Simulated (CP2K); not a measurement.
Crystal: Ta3AsAu2O13.

```
Ta As Au O
1.0
     5.45204    0.00000    0.00000
    -2.72602    4.72161    0.00000
     0.00000    0.00000    9.57902
Ta As Au O
3 1 2 13
Direct
  0.00000 0.00000 0.19408
  0.00000 0.00000 0.80592
  0.66667 0.33333 0.00000
  0.00000 0.00000 0.50000
  0.33333 0.66667 0.27428
  0.33333 0.66667 0.72572
  0.00000 0.00000 0.00000
  0.23947 0.97129 0.36402
  0.02871 0.26818 0.36402
  0.73182 0.76053 0.36402
  0.23947 0.97129 0.63598
  0.02871 0.26818 0.63598
  0.73182 0.76053 0.63598
  0.38452 0.33425 0.85844
  0.66575 0.05026 0.85844
  0.94974 0.61548 0.85844
  0.38452 0.33425 0.14156
  0.66575 0.05026 0.14156
  0.94974 0.61548 0.14156
```

The cell was built by a generator and needn't be a form met in nature.

Base run:

| Quantity | Value |
| --- | --- |
| Program | CP2K 2026.2 |
| Functional | RPBE |
| Potentials or basis | GTH_POTENTIALS Ta GTH-PBE-q13, As GTH-PBE-q5, Au GTH-PBE-q11, O GTH-PBE-q6; DZVP-MOLOPT-SR-GTH basis |
| Density cutoff | 12245 eV |
| k mesh | 5 × 5 × 2 |
| Occupations | fermi-dirac, width 0.05 eV |
| Spin | no spin polarisation |

Its results: band gap on the k mesh none (metal or under the smearing width); pressure 3.1 GPa; largest force 0.363 eV/Å.

**Question.** After a change of settings the same cell gave: band gap on the k mesh none (metal or under the smearing width); pressure -4.8 GPa; largest force 0.442 eV/Å. Which change was it?
A. functional from RPBE to PBE
B. functional from RPBE to LDA
C. functional from RPBE to PBE; density cutoff from 12245 eV to 8163 eV; cutoff of the grids from 900 Ry to 600 Ry
D. functional from RPBE to r2SCAN

**Answer.** D.

Caveats: the potentials were made for another functional, which shifts forces and pressure; the basis of atomic orbitals isn't converged, which shifts pressures, moduli and gaps.

Not every run made on this cell is shown here.
